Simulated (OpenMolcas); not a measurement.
# Hf³⁺ among point charges: CASSCF levels and susceptibility

Aim: the splitting of the states of Hf³⁺ in the field of 5 point charges, its lowest levels with spin-orbit coupling and its magnetic susceptibility.

Program: OpenMolcas 26.06. Level of theory: state-averaged CASSCF, spin-orbit coupling by RASSI with atomic mean-field integrals. These are calculated values, not measurements, unless marked.

1 further run of the same task is left out (it didn't finish).

## (1) The atom as given

* Species: Hf³⁺ (hafnium, Z = 72, 69 electrons)
* Basis: ANO-RCC-VDZP [7s6p4d2f1g], 68 functions
* Scalar Hamiltonian: DKH2, point nucleus
* Inactive shells: 1s 2s 2p 3s 3p 3d 4s 4p 4d 4f 5s 5p
* Active space: 1 electron in 5 orbitals (5d)
* Some configurations of this space: 5d
* Orbitals: optimised for each spin and parity, averaged over all roots

Outer shells as boxes (Hund's rule):

5d
```
5d [↑ ][  ][  ][  ][  ]
```

The ion sits among 5 point charges of -2 e arranged as a trigonal bipyramid (D3h), 2.11 Å from the ion, with the axial distance 2.574 Å. The active orbitals were held to one l.

The work runs as a chain of OpenMolcas steps in one folder; each step below is one input file. Labels, J, g values, rates, χT and fits are worked out afterwards by a script from the matrices that RASSI stores.

## (2) One- and two-electron integrals

File a.inp:

```
&GATEWAY
Coord
1

Hf 0.0 0.0 0.0
Basis=ANO-RCC-VDZP
Group=NoSym
NoMove
AngMom=0.0 0.0 0.0
AMFI
XField
5 Angstrom 0
2.110000 0.000000 0.000000 -2.000000
-1.055000 1.827314 0.000000 -2.000000
-1.055000 -1.827314 0.000000 -2.000000
0.000000 0.000000 2.574200 -2.000000
0.000000 0.000000 -2.574200 -2.000000
&SEWARD
```

The run is started by

```bash
$ OMP_NUM_THREADS=1 MOLCAS_MEM=1689 MOLCAS_PROJECT=a pymolcas a.inp > a.log
```

The log of the run:

```text
Basis set label: HF.ANO-RCC...7S6P4D2F1G.

      Electronic valence basis set:
      ------------------
      Associated Effective Charge  72.000000 au
      Associated Actual Charge     72.000000 au
      Nuclear Model: Point charge

      Shell  nPrim  nBasis  Cartesian Spherical Contaminant
         s      24       7        X
         p      21       6        X
         d      15       4                 X
         f      11       2                 X
         g       4       1                 X
                  Relativistic Douglas-Kroll-Hess integrals:
                    - DKH order of Hamiltonian: 2
                    - DKH order of Properties : 0
                  Atomic mean-field integrals
```

## (3) Reference wave functions, doublets, 5 roots

File a.inp:

```
&RASSCF
FileOrb=start.orb
Symmetry=1
Spin=2
nActEl=1 0 0
Inactive=34
Ras2=5
CIRoot=5 5 1
SDav=5
CIMx=300
Iter=120 100
PrWF=0.3
OrbListing=Nothing
MaxOrb=0
SupSym
1
20 10 11 12 13 14 19 20 21 22 23 35 36 37 38 39 48 49 50 51 52
>>> COPY $Project.JobIph JOB001
```

start.orb holds the contracted functions of the basis, ordered by shell, or the orbitals of the step before.

The log of the run (excerpt; [...] marks lines left out):

```text
[...]
      Number of active orbitals                  5
[...]
      Spin quantum number                      0.5
[...]
      Active orbitals                            5
[...]
      Number of CSFs                             5
      Number of root(s) required                 5
[...]
      Convergence after  9 iterations
[...]
      Natural orbitals and occupation numbers for root  1
      sym 1:  -0.000000  -0.000000   0.000000   1.000000   0.000000
      Natural orbitals and occupation numbers for root  2
      sym 1:   0.000000   1.000000   0.000000   0.000000  -0.000000
      Natural orbitals and occupation numbers for root  3
      sym 1:   1.000000  -0.000000   0.000000  -0.000000  -0.000000
::    RASSCF root number  1 Total energy: -15069.53714024
::    RASSCF root number  2 Total energy: -15069.53714024
::    RASSCF root number  3 Total energy: -15069.47855994
::    RASSCF root number  4 Total energy: -15069.47855991
::    RASSCF root number  5 Total energy: -15069.46978640
```

## (4) RASSI: spin-orbit coupling between the states

File a.inp:

```
&RASSI
NrOfJobIphs=1 5
1 2 3 4 5
IphNames
JOB001
EJob
SpinOrbit
DIPRint=1.0
SOCoupling=1000.0
Subsets=2
Property=9
'ANGMOM' 1 'ANGMOM' 2 'ANGMOM' 3 'MLTPL  1' 1 'MLTPL  1' 2 'MLTPL  1' 3
'AMFI' 1 'AMFI' 2 'AMFI' 3
SOProperty=3
'ANGMOM' 1 'ANGMOM' 2 'ANGMOM' 3
```

The run is started by

```bash
$ OMP_NUM_THREADS=1 MOLCAS_MEM=1689 MOLCAS_PROJECT=a pymolcas a.inp > a.log
```

The log of the run (excerpt; [...] marks lines left out):

```text
SPIN-FREE ENERGIES:
  (Shifted by EMIN (a.u.) =     -15069.5371402445)
 SF State       Relative EMIN(au)   Rel lowest level(eV)    D:o, cm**(-1)      L_eff
     1             0.0000000000        0.0000000000              0.0000         2.0
     2             0.0000000000        0.0000000000              0.0000         2.0
     3             0.0585803006        1.5940511849          12856.8899         2.0
     4             0.0585803364        1.5940521609          12856.8977         2.0
     5             0.0673538458        1.8327915121          14782.4605         2.0
     Dipole printing threshold changed to   1.00000000E+00
[...]
Eigenvalues of complex Hamiltonian:
   -----------------------------------
  (Shifted by EMIN (a.u.) =     -15069.5371402445)
 SO State       Relative EMIN(au)   Rel lowest level(eV)    D:o, cm**(-1)     J-value
     1            -0.0057382214        0.0000000000              0.0000         1.7
     2            -0.0057382214        0.0000000000              0.0000         1.7
     3             0.0023322079        0.2196075684           1771.2545         1.7
     4             0.0023322079        0.2196075684           1771.2545         1.7
     5             0.0506284928        1.5338164330          12371.0638         1.4
     6             0.0506284928        1.5338164330          12371.0638         1.4
     7             0.0681545785        2.0107255194          16217.5950         1.2
     8             0.0681545785        2.0107255194          16217.5950         1.2
     9             0.0691374249        2.0374701328          16433.3049         2.2
    10             0.0691374249        2.0374701328          16433.3049         2.2
Weights of the five most important spin-orbit-free states for each spin-orbit state.
[...]
```

Time for these steps: 2.3 s (1 thread, shared host).

Spin-free states, with their symmetry labels:

```
state  degeneracy  E (cm-1)  free-ion L (%)
   2E           2         0         D (100)
   2E           2     12857         D (100)
  2A1           1     14782         D (100)
```

With spin-orbit coupling:

```json
{"E (cm-1)": "0.0", "Degeneracy": "2", "Label": "E1/2", "2S+1": "2", "g": "0.05 0.69 0.69"}
{"E (cm-1)": "1771", "Degeneracy": "2", "Label": "E3/2", "2S+1": "2", "g": "0.00 0.00 3.93"}
{"E (cm-1)": "12371", "Degeneracy": "2", "Label": "E3/2", "2S+1": "2", "g": "0.00 0.00 2.07"}
{"E (cm-1)": "16218", "Degeneracy": "2", "Label": "E1/2", "2S+1": "2", "g": "0.00 0.00 6.00"}
{"E (cm-1)": "16433", "Degeneracy": "2", "Label": "E1/2", "2S+1": "2", "g": "1.95 2.70 2.70"}
```

Labels of spin-orbit levels are those of the rotation subgroup (D3 for D3h). Principal g values are given for doublets only; a zero marks a field direction without first-order Zeeman splitting.

Powder χT (cm³ K/mol): 0.03 at 2 K, 0.03 at 5 K, 0.03 at 10 K, 0.03 at 20 K, 0.04 at 50 K, 0.04 at 100 K, 0.05 at 150 K, 0.06 at 200 K, 0.06 at 250 K, 0.07 at 300 K.

Orbitals of the lowest block (energies include the constant potential of the surroundings):

```
shell     space  energy (hartree)  mean occupation  ⟨r²⟩ (bohr²)
   1s  inactive        -2408.3180            2.000      0.000463
   2s  inactive         -416.0658            2.000       0.00755
   2p  inactive         -366.4187            6.000       0.00621
   3s  inactive          -95.9900            2.000        0.0495
   3p  inactive          -80.7830            6.000        0.0500
   3d  inactive          -62.1156           10.000        0.0419
   4s  inactive          -19.4214            2.000         0.248
   4p  inactive          -14.3134            6.000         0.281
   4d  inactive           -7.4588           10.000         0.334
   4f  inactive            0.1508           14.000         0.553
   5s  inactive           -1.6371            2.000          1.49
   5p  inactive           -0.2874            6.000          2.01
   5d      RAS2                              1.000          5.73
```

## (5) Results

| quantity | value |
| --- | --- |
| method | CASSCF |
| spin-free ground state | 2E, 2-fold in its orbital part |
| first state of the same spin within the active space | 2E at 12900 cm⁻¹ |
| lowest level | 2-fold E1/2, g = 0.05, 0.69, 0.69 |
| next level | 1771.3 cm⁻¹ |
| χT at 300 K | 0.07 cm³ K/mol |
| effective moment at 300 K | 0.74 μB |

What this shows: The spin-free ground state (2E) comes to 100 % from free-ion D terms and keeps the highest spin of the shell. χT at 300 K is 0.07, against 0.38 cm³ K/mol for the spin alone, so orbital moment lowers it. The field of point charges can differ much from that of real complexes. Point charges carry no covalency, so the field is a model and not that of real ligands.
